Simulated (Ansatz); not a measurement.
**C2H4OSi: a ladder of functionals and wavefunction methods**

An exercise on one series of results from a longer session: the logs are not shown, and one member is left open.

The runs use Ansatz 0.2.0, Gaussian basis; functionals in def2-TZVPP, the program's frozen cores in correlated methods.

The runs, in order: LDA (SPW92), PBE-D4, revPBE-D4, BLYP-D4, r2SCAN-D4, B97M-V, PBE0-D4, B3LYP-D4, r2SCANh-D4, r2SCAN0-D4, HSE06-D4, BHLYP-D4, CAM-B3LYP-D4, LC-ωPBE, ωB97X-V, ωB97M-V, B2PLYP, PBE-QIDH; CCSD(T)/def2-SVP; CCSD(T)/def2-TZVPP; MP2/def2-QZVPP; extrapolation to the limit; RPA on PBE.

### The relaxed structure

An earlier PBE0-D4 in a triple-zeta def2 set relaxation fixed the geometry.

SMILES `C1=C[SiH2]O1`, 8 atoms, charge 0, spin multiplicity 1.

Atoms are counted from 1 here; the program's logs count them from 0.

Bond lengths: C1–C2 1.344 Å, C1–O4 1.379 Å, C1–H5 1.087 Å, C2–Si3 1.829 Å, C2–H6 1.076 Å, Si3–O4 1.715 Å, Si3–H7 1.483 Å, Si3–H8 1.483 Å. Angles: C2–C1–O4 111.2°, C2–C1–H5 132.5°, O4–C1–H5 116.3°, C1–C2–Si3 83.3°, C1–C2–H6 128.7°, Si3–C2–H6 148.0°, C2–Si3–O4 78.6°, C2–Si3–H7 120.2°, C2–Si3–H8 120.3°, O4–Si3–H7 111.9°, O4–Si3–H8 111.9°, H7–Si3–H8 109.6°, C1–O4–Si3 86.8°.

Set-up of the first run:

in.yaml

```yaml
crystal:
  periodic: [false, false, false]
  atoms:
    - {symbol: C, position_ang: [-0.660030, 0.775696, -0.483416]}
    - {symbol: C, position_ang: [0.231507, 0.827970, 0.520582]}
    - {symbol: Si, position_ang: [0.438377, -0.950254, 0.144236]}
    - {symbol: O, position_ang: [-0.745066, -0.496278, -1.010292]}
    - {symbol: H, position_ang: [-1.300842, 1.528724, -0.935940]}
    - {symbol: H, position_ang: [0.517395, 1.671814, 1.124048]}
    - {symbol: H, position_ang: [1.681928, -1.437625, -0.499978]}
    - {symbol: H, position_ang: [-0.071069, -1.977148, 1.084958]}
basis:
  gaussian: {orbitals: def2-TZVPP}
hamiltonian: {xc: lda}
output: {orbitals: {seedname: orbitals}}
```

Run with:

```sh
$ ansatz run in.yaml --threads 2 --pin off --events-out ev --progress --plain --max-ram 4352MiB
```

Among the steps run: LDA; PBE-D4 (GGA); revPBE-D4 (GGA); BLYP-D4 (GGA); r2SCAN-D4 (meta-GGA); B97M-V (meta-GGA); B3LYP-D4 (hybrid); r2SCANh-D4 (hybrid); r2SCAN0-D4 (hybrid); HSE06-D4 (hybrid); BHLYP-D4 (hybrid); CAM-B3LYP-D4 (range-separated); LC-ωPBE (range-separated); ωB97X-V (range-separated); ωB97M-V (range-separated); B2PLYP (double hybrid); PBE-QIDH (double hybrid).

One table of the session follows, with a row left open; its other results are not shown here.

It belongs to the step «Orbital energies across the functionals». 

```
  functional  HOMO (eV)  gap (eV)
 LDA (SPW92)      -6.01      4.61
      PBE-D4      -5.82      4.67
   revPBE-D4          ?         ?
     BLYP-D4      -5.66      4.63
   r2SCAN-D4      -6.04      5.16
      B97M-V      -6.10      5.18
     PBE0-D4      -7.03      6.78
    B3LYP-D4      -6.80      6.31
  r2SCANh-D4      -6.50      5.99
  r2SCAN0-D4      -7.19      7.18
    HSE06-D4      -6.63      6.00
    BHLYP-D4      -8.09      8.71
CAM-B3LYP-D4      -8.37      9.10
     LC-ωPBE      -9.74     11.67
     ωB97X-V      -9.37     11.15
     ωB97M-V      -9.29     10.74
```

Estimate the missing values for revPBE-D4.

The run gave: HOMO (eV): -5.75; gap (eV): 4.70. In the column «HOMO (eV)» it lies between PBE-D4 (-5.82) and BLYP-D4 (-5.66).
